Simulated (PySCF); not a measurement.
# C₆H₇NO: geometry, NMR shifts, spin-spin couplings, electronic excitations and core binding energies

Aim: predict the NMR shifts, spin-spin couplings, electronic excitations and core binding energies of C₆H₇NO (`COc1cccnc1`).

Computed with PySCF 2.14.0, with density-fitted response routines of our own, on a single molecule in the gas phase. Atoms are numbered from 0 throughout.

## Step 1: Starting geometry

15 atoms, charge 0, multiplicity 1; geometry from: GFN2-xTB.

Bonds of the start (Å): C0–O1 1.41, O1–C2 1.36, C2–C3 1.40, C3–C4 1.38, C4–C5 1.39, C5–N6 1.32, N6–C7 1.32, C7–C2 1.39, C0–H8 1.09, C0–H9 1.09, C0–H10 1.09, C3–H11 1.08, C4–H12 1.08, C5–H13 1.08, C7–H14 1.08.

## Step 2: Optimising the geometry at PBE0-D3(BJ)/def2-SVP

The job: settings as JSON, then the geometry in Å.

```
{"job": {"xc": "PBE0", "basis": "def2-SVP", "d3": "d3bj", "grid": 1, "kind": "geom"}, "charge": 0, "multiplicity": 1}
C      2.564857    -0.207023    -0.148211
O      1.526804     0.744610    -0.123780
C      0.246352     0.302219    -0.028582
C     -0.755402     1.276191    -0.004188
C     -2.073589     0.880063     0.091503
C     -2.353619    -0.478907     0.157166
N     -1.414120    -1.404463     0.135073
C     -0.149042    -1.032826     0.046708
H      2.584435    -0.803698     0.769129
H      3.486726     0.367477    -0.224628
H      2.479293    -0.872367    -1.013022
H     -0.473745     2.316401    -0.060433
H     -2.868032     1.609735     0.115097
H     -3.368956    -0.843610     0.230215
H      0.563625    -1.845812     0.036040
```

**Question.** This job is followed by: GIAO PBE0/pcSseg-1 NMR shielding, non-relativistic, gas phase; B3LYP/pcJ-1 indirect spin-spin coupling, non-relativistic, gas phase; TDDFT CAM-B3LYP/def2-SVPD, vertical, gas phase, core orbitals frozen in the response; GIAO KT2/pcSseg-1 NMR shielding, non-relativistic, gas phase; delta-SCF UKS SCAN, pcX-2 on the ionised atom, pcseg-1 elsewhere, spin-free X2C. What will the session give for the following? point group; rotational constants (main isotopes); 13C shifts against TMS (PBE0/pcSseg-1); 1H shifts against TMS (PBE0/pcSseg-1, means over atoms taken as alike); 17O shifts against H2O (PBE0/pcSseg-1); 15N shifts against NH3 (PBE0/pcSseg-1); largest coupling of the table (B3LYP/pcJ-1); lowest singlet (CAM-B3LYP/def2-SVPD); brightest single state of those computed; lowest triplet; vertical ionisation energy (ΔSCF); C1s binding energies, SCAN/pcX-2; O1s binding energies, SCAN/pcX-2; N1s binding energies, SCAN/pcX-2; range of the shift of N6.

The runs gave:

```
                                                              quantity                                                                value
                                                           point group                                                                   Cs
                                  rotational constants (main isotopes)                                                 5.17, 1.61, 1.24 GHz
                                13C shifts against TMS (PBE0/pcSseg-1)                          159.4, 147.4, 135.3, 128.8, 128.8, 54.3 ppm
1H shifts against TMS (PBE0/pcSseg-1, means over atoms taken as alike)                                     8.40, 8.19, 7.26, 7.16, 3.76 ppm
                                17O shifts against H2O (PBE0/pcSseg-1)                                                             95.5 ppm
                                15N shifts against NH3 (PBE0/pcSseg-1)                                                            367.1 ppm
                           largest coupling of the table (B3LYP/pcJ-1)                                             1J(C,H) C5–H13, 188.6 Hz
                                  lowest singlet (CAM-B3LYP/def2-SVPD)                                          5.00 eV (248 nm), f = 0.004
                              brightest single state of those computed                                          state 6, 7.08 eV, f = 0.483
                                                        lowest triplet                                                              4.00 eV
                                     vertical ionisation energy (ΔSCF)                                                              8.78 eV
                                      C1s binding energies, SCAN/pcX-2  C0 292.71, C2 292.15, C7 290.96, C5 290.84, C3 290.56, C4 290.53 eV
                                      O1s binding energies, SCAN/pcX-2                                                         O1 539.19 eV
                                      N1s binding energies, SCAN/pcX-2                                                         N6 404.48 eV
                                              range of the shift of N6                                                   336.4 to 367.1 ppm
```

Over 4 steps the energy fell by 0.037 eV; of the close pairs, C5–H13 changed most, 1.081 to 1.096 Å. At PBE0/pcSseg-1: The widest tensor belongs to N6: span 731 ppm, with a paramagnetic part of -432 ppm. NICS(1)zz of -28 ppm above the planar ring from C2 marks a diatropic (aromatic) ring current. Of the pairs tabulated at B3LYP/pcJ-1, C5–H13 couples most strongly (188.6 Hz; Fermi contact 187.7 Hz). Couplings across rotatable bonds belong to this one conformer; where others are populated, the observed values are averages. The first singlet state (HOMO−1→LUMO 0.97) lies at 5.00 eV and is weak; of the 10 states computed, the strongest absorption comes from state 6 at 7.08 eV. The lowest triplet lies 1.00 eV below the lowest singlet (triplets in Tamm-Dancoff, singlets in full TDDFT). ΔSCF puts the ionisation energy at 8.78 eV, 0.72 eV above −ε(HOMO). C0 (methyl carbon bonded to O) binds its C1s electron 2.18 eV more tightly than C4 (aromatic CH). In ppm, N6 moves most: its shift spreads over 30.7 ppm, from 336.4 (KT2/pcSseg-1) to 367.1 (PBE0/pcSseg-1).
